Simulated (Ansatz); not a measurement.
a series on the AlB2 structure: LuC2, LuSi2, LuPb2: a table of relaxed lattice constants and trends, run with Ansatz 0.2.0 through its Python package.

The script, `series_luc2.py`:
```python
from dataclasses import dataclass

import ansatz as az
import numpy as np


@dataclass(frozen=True)
class Settings:
    functional: str = "lda"
    k_spacing: float = 0.33
    occupations: str = "fermi_dirac"
    width_ev: float = 0.05


cfg = Settings()


def alb2(a_site, b_site, a):
    return (
        az.Lattice.from_parameters(a, a, 1.1 * a, alpha=90, beta=90, gamma=120)
        .space_group(191)
        .atom(a_site, (0, 0, 0))
        .atom(b_site, (1 / 3, 2 / 3, 0.5))
    )


def run_phase(name, crystal, relax=True):
    calc = crystal.calculation()
    calc = calc.functional(cfg.functional)
    calc = calc.basis(21 * az.Ha)
    calc = calc.kpoints(spacing=cfg.k_spacing).occupations(cfg.occupations, width=cfg.width_ev)
    calc = calc.stress().band_table()
    if relax:
        calc = calc.relax(force_tolerance=0.02, cell=True)
    return calc.run()

def bulk_modulus(name, outcome, step=0.02):
    # B = -V dP/dV from the pressures of two uniformly scaled cells, atoms held at their fractions
    pressure = []
    for factor in (1 - step, 1.0, 1 + step):
        cell = az.Crystal(lattice=az.Lattice.of(outcome.lattice.cell_ang * factor ** (1 / 3)))
        for site in outcome.report["lattice"]["sites"]:
            cell = cell.atom(site["symbol"], site["position_frac"])
        pressure.append(np.trace(run_phase(name, cell, relax=False).report["stress_gpa"]) / 3)
    slope, bend = (pressure[0] - pressure[2]) / (2 * step), abs(pressure[0] + pressure[2] - 2 * pressure[1])
    # a jump of mesh or basis between the cells shows as a kink: no modulus then
    return float(slope) if bend < 12 * step**2 * abs(slope) + 0.15 and abs(pressure[1]) < 1.5 else float("nan")

def relaxed_twice(name, crystal):
    # the second pass draws mesh and plane waves anew for the relaxed cell
    first = run_phase(name, crystal)
    again = az.Crystal(lattice=az.Lattice.of(first.lattice.cell_ang))
    for site in first.report["lattice"]["sites"]:
        again = again.atom(site["symbol"], site["position_frac"])
    return run_phase(name, again)


def volume_per_atom(outcome):
    return abs(np.linalg.det(outcome.lattice.cell_ang)) / len(outcome.lattice.sites)

phases = {}
phases["LuC2"] = alb2("Lu", "C", 3.29)
phases["LuSi2"] = alb2("Lu", "Si", 3.73)
phases["LuPb2"] = alb2("Lu", "Pb", 4.16)

done = {}
for name, crystal in phases.items():
    done[name] = relaxed_twice(name, crystal)
    print(f"{name}: {done[name].report['energy_sigma0_ev']:.4f} eV, {len(done[name].lattice.sites)} atoms")

rows = [(name, float(np.linalg.norm(o.lattice.cell_ang[0])), volume_per_atom(o), bulk_modulus(name, o)) for name, o in done.items()]
print("  compound       a (A)  V (A^3/atom)     B (GPa)")
for row in rows:
    print(f"{str(row[0]):>10}  {row[1]:10.3f}  {row[2]:12.3f}  {row[3]:10.0f}")
```

Rank the compounds by their relaxed volume per atom.

From smallest to largest: LuC2 (8.91 Å³), LuSi2 (16.99 Å³) and LuPb2 (27.13 Å³). The largest is 204 % above the smallest.

The output:

Output of `python series_luc2.py`:
```text
LuC2: -14977.3561 eV, 3 atoms
LuSi2: -15711.7749 eV, 3 atoms
LuPb2: -37698.0106 eV, 3 atoms
  compound       a (A)  V (A^3/atom)     B (GPa)
      LuC2       2.839         8.915         255
     LuSi2       4.010        16.993         105
     LuPb2       5.396        27.130          60
```

Reading the output:
- Total energies depend on the potentials; only differences at equal settings carry meaning.
- For the metals among these phases the mesh is modest: differences between phases can be off by up to 40 meV an atom.
- The bulk modulus is taken at fixed shape and positions, an upper value where these are free.
- Pressure is positive in compression.
- Spin-orbit coupling, which matters for elements this heavy, is left out.
- The cells are built on a prototype by substitution; a member may or may not take this structure in nature.
- Run time: 3.4 min on 1 thread of Arm Neoverse V2, on a shared host, peak memory 0.49 GiB.
